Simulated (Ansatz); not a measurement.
## AlClH3NO, SMILES [NH2][Al]([OH])[Cl]: harmonic frequencies at the relaxed geometry, step by step

Computed with Ansatz 0.2.0, Python API.

The cells in order, each with its output:

In [1]:
```python
import itertools

import ansatz as az
from ase.data import atomic_numbers, covalent_radii
import numpy as np
```

In [2]:
```python
GEOMETRY = """
N    -0.33010    1.33990    0.18590
Al    0.09410   -0.41800   -0.25470
O     1.76080   -1.02100    0.07940
Cl   -1.32340   -1.75670   -1.16290
H    -0.71110    1.81960   -0.72870
H    -1.19860    1.35030    0.81770
H     1.76950   -1.38210    1.01750
"""
```

In [3]:
```python
mol = az.Crystal.molecule()
for line in GEOMETRY.strip().splitlines():
    symbol, *xyz = line.split()
    mol = mol.atom(symbol, [float(v) for v in xyz])
```

In [4]:
```python
job = (
    mol.calculation()
    .basis(gaussian="6-31G*")
    .functional("PBE0")
)
symbols = [site.symbol for site in mol.cartesian_sites]
start = np.array([site.position_ang for site in mol.cartesian_sites], dtype=float)
data = job.relax(force_tolerance=0.003).run(threads=1, backend="cpu").report
end = np.array(data["positions_ang"])

radius = [covalent_radii[atomic_numbers[s]] for s in symbols]
span = lambda where, i, j: np.linalg.norm(where[i] - where[j])
bonded = [(i, j) for i, j in itertools.combinations(range(len(symbols)), 2) if min(span(start, i, j), span(end, i, j)) < 1.2 * (radius[i] + radius[j])]
print("pair        before    after (A)")
for i, j in bonded:
    print(f"{symbols[i]}{i}-{symbols[j]}{j}".ljust(10), f"{span(start, i, j):8.4f} {span(end, i, j):8.4f}")
```
```text
pair        before    after (A)
N0-Al1       1.8613   1.7656
N0-H4        1.1008   1.0096
N0-H5        1.0740   1.0104
Al1-O2       1.8036   1.7015
Al1-Cl3      2.1509   2.0971
O2-H6        1.0052   0.9610
```

In [5]:
```python
minimum = az.Crystal.molecule()
for symbol, place in zip(symbols, end):
    minimum = minimum.atom(symbol, place.tolist())
vibrating = (
    minimum.calculation()
    .basis(gaussian="6-31G*")
    .functional("PBE0")
    .phonons(temperatures=(200, 600, 100))
)
vib = vibrating.run(threads=1, backend="cpu").report["vibrations"]
sums = vib["harmonic_sums"]
modes = [m["omega_inv_cm"] for m in sums["modes_at_gamma"] if m["rigid_motion"] == "no"]
for number, w in enumerate(modes, start=1):
    print(f"mode {number:2d} {w:9.1f} 1/cm {w / 8065.544 * 1000:8.2f} meV")
print("imaginary modes:", sum(w < 0 for w in modes), " zero-point energy:", round(sums["zero_point_energy_ev"], 4), "eV")
print("T (K)   F_vib (eV)   S_vib (meV/K)   C_vib (meV/K)")
for row in zip(sums["temperatures_k"], sums["vibrational_free_energy_ev"], vib["entropy_ev_per_k"], vib["heat_capacity_ev_per_k"]):
    print(f"{row[0]:6.1f} {row[1]:11.4f} {1000 * row[2]:13.4f} {1000 * row[3]:15.4f}")
```
```text
mode  1     173.9 1/cm    21.56 meV
mode  2     200.1 1/cm    24.82 meV
mode  3     208.2 1/cm    25.81 meV
mode  4     249.3 1/cm    30.91 meV
mode  5     339.6 1/cm    42.10 meV
mode  6     360.2 1/cm    44.66 meV
mode  7     489.5 1/cm    60.68 meV
mode  8     613.2 1/cm    76.02 meV
mode  9     692.7 1/cm    85.88 meV
mode 10     829.5 1/cm   102.85 meV
mode 11     933.9 1/cm   115.79 meV
mode 12    1610.9 1/cm   199.72 meV
mode 13    3626.5 1/cm   449.62 meV
mode 14    3723.1 1/cm   461.61 meV
mode 15    3916.6 1/cm   485.60 meV
imaginary modes: 0  zero-point energy: 1.1138 eV
T (K)   F_vib (eV)   S_vib (meV/K)   C_vib (meV/K)
 200.0      1.0920        0.3158          0.4728
 300.0      1.0490        0.5415          0.6393
 400.0      0.9846        0.7412          0.7464
 500.0      0.9016        0.9159          0.8180
 600.0      0.8021        1.0698          0.8691
```

In [6]:
```python
heavier = vibrating.phonons(masses={"H": 2.014102}).run(threads=1, backend="cpu").report["vibrations"]["harmonic_sums"]
print("deuterated (1/cm):", " ".join(f"{m['omega_inv_cm']:.0f}" for m in heavier["modes_at_gamma"] if m["rigid_motion"] == "no"))
print("zero-point energy falls by", round(sums["zero_point_energy_ev"] - heavier["zero_point_energy_ev"], 4), "eV")
```
```text
deuterated (1/cm): 145 161 192 234 260 274 453 476 577 778 907 1207 2623 2745 2853
zero-point energy falls by 0.253 eV
```

The frequencies are harmonic and unscaled, in a modest basis. The result belongs to the one conformer reached from this start, and soft torsions count as harmonic oscillators. Timing: 120 s on 1 thread of Intel(R) Xeon(R) 6975P-C (Granite Rapids), with other jobs on the host, peak memory 0.24 GiB.

(Lines on the test bed's own set-up are left out of the output.)
